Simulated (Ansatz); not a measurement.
# TaRu: an axial (c/a) deformation path

The task, for TaRu: follow an axial (c/a) deformation at fixed volume.

Method: DFT PBEsol, scalar-relativistic, plane waves, PAW, in Ansatz 0.2.0.

**1. Starting point**

It takes space group Cmmm (No. 65, orthorhombic). Conventional cell: a = 3.308 Å, b = 4.683 Å, c = 4.162 Å, α = 90.00°, β = 90.00°, γ = 90.00°. Ta (site symmetry mmm) has 4 Ru at 2.66 Å and 4 Ta at 2.87 Å in its first shell of neighbours. Ru (site symmetry mmm) has 4 Ta at 2.66 Å and 4 Ru at 2.87 Å in its first shell of neighbours.

Coordinates:

```cif
data_structure
_symmetry_space_group_name_H-M 'P 1'
_symmetry_Int_Tables_number 1
_cell_length_a 2.8669
_cell_length_b 2.8669
_cell_length_c 4.1624
_cell_angle_alpha 90.000
_cell_angle_beta 90.000
_cell_angle_gamma 109.525
_cell_volume 32.24
loop_
_atom_site_label
_atom_site_type_symbol
_atom_site_fract_x
_atom_site_fract_y
_atom_site_fract_z
_atom_site_occupancy
Ta1 Ta 0.50000 0.50000 0.50000 1
Ru1 Ru 0.00000 0.00000 0.00000 1
```

It goes back to an entry of the Materials Project, which need not be the stable form.

The cell is taken as given, not relaxed at this level.

**2. Zero of the scan**

File input.yaml:

```yaml
crystal:
  lattice:
    - [1.654122, -2.341613, 0.0]
    - [1.654122, 2.341613, 0.0]
    - [0.0, 0.0, 4.162423]
  atoms:
    - { symbol: Ta, position: [0.5, 0.5, 0.5] }
    - { symbol: Ru, position: [0.0, 0.0, 0.0] }
basis:
  ecutwfc: 420
kpoints:
  mp_grid: { grid: [20, 20, 12] }
hamiltonian:
  xc: pbesol
scf:
  occupations: { method: gaussian, width: 0.15 }
output:
  forces: true
  stress: true
  eigenvalues: true
```

On the command line:

```bash
ansatz run input.yaml --threads 1 --pin off --max-ram 2560MiB --backend cpu --events-out ev --progress --plain --runs-dir out
```

**3. Setting up an axial (c/a) deformation path**

At fixed volume and fractional coordinates, lengths along (0.000, 0.000, 1.000) are scaled against those across it; ρ is that ratio over its starting value.

**4. At ρ = 0.850**

Edit input.yaml of step 2 so:

```diff
@@ -2,5 +2,5 @@
   lattice:
-    - [1.654122, -2.341613, 0.0]
-    - [1.654122, 2.341613, 0.0]
-    - [0.0, 0.0, 4.162423]
+    - [1.7462023269, -2.4719640204, 0.0]
+    - [1.7462023269, 2.4719640204, 0.0]
+    - [0.0, 0.0, 3.7350133902]
   atoms:
```

**5. Point ρ = 1.200**

Edit input.yaml of step 4 so:

```diff
@@ -2,5 +2,5 @@
   lattice:
-    - [1.7462023269, -2.4719640204, 0.0]
-    - [1.7462023269, 2.4719640204, 0.0]
-    - [0.0, 0.0, 3.7350133902]
+    - [1.5565883982, -2.2035421987, 0.0]
+    - [1.5565883982, 2.2035421987, 0.0]
+    - [0.0, 0.0, 4.7003880125]
   atoms:
```

**6. At ρ = 0.920**

Edit input.yaml of step 5 so:

```diff
@@ -2,5 +2,5 @@
   lattice:
-    - [1.5565883982, -2.2035421987, 0.0]
-    - [1.5565883982, 2.2035421987, 0.0]
-    - [0.0, 0.0, 4.7003880125]
+    - [1.7007413158, -2.4076083715, 0.0]
+    - [1.7007413158, 2.4076083715, 0.0]
+    - [0.0, 0.0, 3.9373567296]
   atoms:
```

**7. At ρ = 1.100**

Edit input.yaml of step 6 so:

```diff
@@ -2,5 +2,5 @@
   lattice:
-    - [1.7007413158, -2.4076083715, 0.0]
-    - [1.7007413158, 2.4076083715, 0.0]
-    - [0.0, 0.0, 3.9373567296]
+    - [1.6023964573, -2.2683891368, 0.0]
+    - [1.6023964573, 2.2683891368, 0.0]
+    - [0.0, 0.0, 4.4354872592]
   atoms:
```

**8. Point ρ = 0.960**

Edit input.yaml of step 7 so:

```diff
@@ -2,5 +2,5 @@
   lattice:
-    - [1.6023964573, -2.2683891368, 0.0]
-    - [1.6023964573, 2.2683891368, 0.0]
-    - [0.0, 0.0, 4.4354872592]
+    - [1.6767840216, -2.3736938769, 0.0]
+    - [1.6767840216, 2.3736938769, 0.0]
+    - [0.0, 0.0, 4.0506715963]
   atoms:
@@ -20 +20,5 @@
   eigenvalues: true
+  write_density: true
+  write_potential: true
+  elf: true
+  volumetric_format: npy
```

**9. ρ = 1.050**

File input.yaml:

```yaml
crystal:
  lattice:
    - [1.6274379467, -2.3038384428, 0.0]
    - [1.6274379467, 2.3038384428, 0.0]
    - [0.0, 0.0, 4.3000391734]
  atoms:
    - { symbol: Ta, position: [0.5, 0.5, 0.5] }
    - { symbol: Ru, position: [0.0, 0.0, 0.0] }
basis:
  ecutwfc: 420
kpoints:
  mp_grid: { grid: [20, 20, 12] }
hamiltonian:
  xc: pbesol
scf:
  occupations: { method: gaussian, width: 0.15 }
output:
  forces: true
  stress: true
  eigenvalues: true
```

**10. Point ρ = 0.800**

Edit input.yaml of step 9 so:

```diff
@@ -2,5 +2,5 @@
   lattice:
-    - [1.6274379467, -2.3038384428, 0.0]
-    - [1.6274379467, 2.3038384428, 0.0]
-    - [0.0, 0.0, 4.3000391734]
+    - [1.7818489092, -2.5224261389, 0.0]
+    - [1.7818489092, 2.5224261389, 0.0]
+    - [0.0, 0.0, 3.5870674023]
   atoms:
```

**11. At ρ = 1.300**

Edit input.yaml of step 10 so:

```diff
@@ -2,5 +2,5 @@
   lattice:
-    - [1.7818489092, -2.5224261389, 0.0]
-    - [1.7818489092, 2.5224261389, 0.0]
-    - [0.0, 0.0, 3.5870674023]
+    - [1.5156063647, -2.1455270933, 0.0]
+    - [1.5156063647, 2.1455270933, 0.0]
+    - [0.0, 0.0, 4.9580219772]
   atoms:
```

(Steps that only read results are left out.)

Q: Predict the outcome of this session. Wanted: highest point.

As calculated:

| quantity | value |
| --- | --- |
| highest point | 334.4 meV/atom at ρ = 1.300 |

**Reading.** The undisturbed cell stays the lowest of the sampled points. No sampled point inside the path is a dip, apart from those named. The runs treat Ta without spin-orbit coupling.
